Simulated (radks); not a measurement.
**Ionisation of Co²⁺: one atom, several choices of functional**

One table from this session's results is given with a row withheld; the runs are named, their logs left out.

The numbers are computed with radks (a radial shooting solver on a logarithmic mesh, Libxc functionals) version 1 (scalar-relativistic Kohn-Sham, spin-polarised, spherical densities, finite nucleus; open shells are filled with parallel spins first), except any that are marked as measured or tabulated.

### What is computed

| Quantity | Value |
| --- | --- |
| element | cobalt (Z = 27) |
| charge | +2 |
| electrons | 25 |
| configuration | [Ar] 3d7 |
| ion | Co³⁺, [Ar] 3d6 |
| choices | SCAN; XLYP; PW91; SOGGA; PBE; RPBE |

The outer shells:

Co²⁺
```
[Ar] core
3d [↑↓][↑↓][↑ ][↑ ][↑ ]
```

Co³⁺
```
[Ar] core
3d [↑↓][↑ ][↑ ][↑ ][↑ ]
```

The first run:

The run's settings:

```text
Z 27
configuration [Ar] 3d7
relativity scalar-relativistic
functional scan,scan
spin polarised
nucleus finite rms 3.7875 fm
c 137.035999084
```

Steps of the session up to this table: SCAN: Co²⁺; SCAN: Co³⁺; XLYP: Co²⁺; XLYP: Co³⁺; PW91: Co²⁺; PW91: Co³⁺; SOGGA: Co²⁺; SOGGA: Co³⁺; PBE: Co²⁺; PBE: Co³⁺; RPBE: Co²⁺; RPBE: Co³⁺.

One of the session's tables, all rows but one given; the rest of the session is left out.

| functional | Δ-SCF (eV) | −ε(HOMO) (eV) | <r> HOMO (bohr) |
| --- | --- | --- | --- |
| SCAN | 32.821 | 24.661 | 1.048 |
| XLYP | 33.732 | 25.403 | 1.051 |
| PW91 | ? | ? | ? |
| SOGGA | 33.442 | 25.117 | 1.041 |
| PBE | 33.622 | 25.291 | 1.044 |
| RPBE | 33.493 | 25.157 | 1.045 |

**Question.** Estimate the row for PW91.

As computed: Δ-SCF (eV): 33.749; −ε(HOMO) (eV): 25.402; <r> HOMO (bohr): 1.043. In the column «Δ-SCF (eV)» it is the highest.

**Reading.** The NIST Atomic Spectra Database lists 33.5 eV (semi-empirical). The smallest miss is that of RPBE (-0.01 eV), the largest that of SCAN (-0.68 eV). The ionisation energies span 0.93 eV, the total energies of Co²⁺ 54.4 eV: most of the change in the total cancels in the difference. Open shells are spherical and high-spin; term and fine-structure splittings are not resolved.
